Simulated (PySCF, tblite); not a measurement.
**C4H8AlF5O: geometry, infrared bands and NMR shifts**

Wanted: the infrared bands and NMR shifts of C4H8AlF5O (`C[O+]([AlH3-])CC(F)(F)C(F)(F)F`), by calculation.

Programs: tblite 0.8.0 and PySCF 2.14.0, with density-fitted response routines of our own. Each step states its level of theory. These are calculated values for one molecule in the gas phase, unless marked as measured. Atoms are numbered from 0 throughout.

### Step 1. Starting geometry

19 atoms, charge 0, multiplicity 1; geometry from: force field or distance geometry start.

Bonds of the start (Å): C0–O1 1.38, O1–Al2 1.83, O1–C3 1.38, C3–C4 1.47, C4–F5 1.41, C4–F6 1.41, C4–C7 1.49, C7–F8 1.38, C7–F9 1.40, C7–F10 1.38, C0–H11 1.08, C0–H12 1.13, C0–H13 1.11, Al2–H14 1.59, Al2–H15 1.61, Al2–H16 1.61, C3–H17 1.14, C3–H18 1.12.

### Step 2. Relaxing the molecule with GFN2-xTB

What the job is given:

```
{"job": {"kind": "relax", "xc": "GFN2-xTB", "basis": "xTB"}, "charge": 0, "multiplicity": 1}
C     -0.981300    -1.214900    -0.628000
O     -0.618300    -0.397900     0.418100
Al    -2.174600     0.271700     1.115800
C      0.108800     0.705300     0.035800
C      1.388800     0.511200    -0.651500
F      1.874000     1.815600    -0.897600
F      1.155700     0.017300    -1.951500
C      2.462900    -0.212800     0.083600
F      3.629800    -0.354300    -0.641700
F      2.816600     0.525600     1.213800
F      2.066800    -1.450600     0.548100
H     -0.144200    -1.625500    -1.169000
H     -1.578000    -0.623400    -1.390000
H     -1.704700    -2.008300    -0.329200
H     -2.014000     0.864600     2.579700
H     -2.669700     1.409800     0.096100
H     -3.330600    -0.853300     1.062000
H      0.322300     1.265500     0.999600
H     -0.620200     1.363600    -0.501600
```

The run is started by

```console
> OMP_NUM_THREADS=1 python probes_run.py task.json out
```

One launch serves the whole session: the jobs run in the order shown.

**Question.** This job is followed by: GFN2-xTB harmonic vibrations, gas phase; GIAO PBE0/pcSseg-1 NMR shielding, non-relativistic, gas phase. Predict these results of the whole session: strongest single infrared mode (GFN2-xTB); zero-point energy (GFN2-xTB); ¹³C shifts against TMS (PBE0/pcSseg-1); ¹H shifts against TMS (PBE0/pcSseg-1, means over atoms taken as alike); ¹⁷O shifts against H2O (PBE0/pcSseg-1); ²⁷Al shifts against AlH4- (PBE0/pcSseg-1); ¹⁹F shifts against CFCl3 (PBE0/pcSseg-1, means over atoms taken as alike).

As calculated:

| quantity | value |
| --- | --- |
| strongest single infrared mode (GFN2-xTB) | 800 cm⁻¹, 655 km/mol |
| zero-point energy (GFN2-xTB) | 71.4 kcal/mol |
| ¹³C shifts against TMS (PBE0/pcSseg-1) | 127.9, 121.9, 76.3, 63.4 ppm |
| ¹H shifts against TMS (PBE0/pcSseg-1, means over atoms taken as alike) | 4.64, 4.32, 4.08 ppm |
| ¹⁷O shifts against H2O (PBE0/pcSseg-1) | 4.5 ppm |
| ²⁷Al shifts against AlH4- (PBE0/pcSseg-1) | 97.7 ppm |
| ¹⁹F shifts against CFCl3 (PBE0/pcSseg-1, means over atoms taken as alike) | -93.7, -132.5 ppm |

In words: Relaxing lowered the energy by 1.552 eV in 188 steps; the close pair that moved most is O1–Al2, from 1.832 to 1.921 Å. All 51 modes are real, so the xTB geometry is a minimum. The strongest single mode, at 800 cm⁻¹, moves mainly H14 and H15. GFN2-xTB is a fitted tight-binding method: band positions and strengths are rough. Its intensities can rank the bands wrongly. H17, H18 (mean) (hydrogen on an sp3 CH2 bonded to O) lies farthest downfield among hydrogen, at 4.64 ppm; its carbon carries O, hence the downfield position.
